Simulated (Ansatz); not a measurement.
# Cd (hcp type): how the settings move a single-point run

Question: which choices in the input matter for Cd (hcp type)?

Program: Ansatz 0.2.0. Level of theory: reference: DFT, PBEsol, norm-conserving pseudopotentials, Ansatz's default files, scalar-relativistic. These are calculated values, not measurements.

### 1 The structure to begin with

It takes space group P6_3/mmc (No. 194, hexagonal). Conventional cell: a = 2.825 Å, b = 2.825 Å, c = 4.809 Å, α = 90.00°, β = 90.00°, γ = 120.00°. Around Cd (site symmetry -6m2) lie 12 Cd at 2.82 to 2.91 Å.

Coordinates:

```
Cd
1.0
     2.82458    0.00000    0.00000
    -1.41229    2.44615    0.00000
     0.00000    0.00000    4.80930
Cd
2
Direct
  0.33333 0.66667 0.25000
  0.66667 0.33333 0.75000
```

### 2 Baseline

The input, input.yaml:

```yaml
crystal:
  lattice:
    - [2.8245755135, 0.0, 0.0]
    - [-1.4122877568, 2.4461541496, 0.0]
    - [0.0, 0.0, 4.8093024184]
  atoms:
    - { symbol: Cd, position: [0.3333333333, 0.6666666667, 0.25] }
    - { symbol: Cd, position: [0.6666666667, 0.3333333333, 0.75] }
kpoints:
  mp_grid: { grid: [14, 14, 8] }
scf:
  occupations: { method: fermi_dirac, width: 0.05 }
hamiltonian:
  xc: pbesol
  pseudopotentials: { kind: nc }
output:
  forces: true
  stress: true
  eigenvalues: true
```

On the command line:

```sh
$ ansatz run input.yaml --threads 1 --pin off --max-ram 2048MiB --backend cpu --events-out ev --progress --plain --runs-dir out
```

### 3 Variant: preconditioner ldos

input.yaml, as its differences from that of step 2:

```diff
@@ -12,2 +12,3 @@
   occupations: { method: fermi_dirac, width: 0.05 }
+  mixing: { preconditioner: ldos }
 hamiltonian:
```

What does the calculation give? Wanted: for each run, ending; energy change; pressure; gap; force.

As calculated:

```csv
run,ending,energy change,pressure (GPa),gap (eV),force (eV/Å),cycles,time
reference,converged,0,25.6,0.00,0.00,7,21 s
1: preconditioner ldos,converged,0.0 meV/atom,25.6,0.00,0.00,6,19 s
```

Residual by cycle in the longest SCF loop of each run; runs are numbered as in the table. The quantity is the density residual dr2, in eV.

```csv
cycle,reference,run 1
1,0.685,0.685
2,0.154,0.384
3,0.0136,0.00319
4,2.9e-4,1.4e-5
5,1.1e-5,2.0e-7
6,5.2e-7,2.1e-9
7,3.1e-8,-
```

The changed mixing doesn't alter the result here (within 0.5 meV/atom). Cost: 6 SCF cycles against 7. The structure is not at rest: the sound run finds 26 GPa, so these are no properties of the relaxed crystal. 
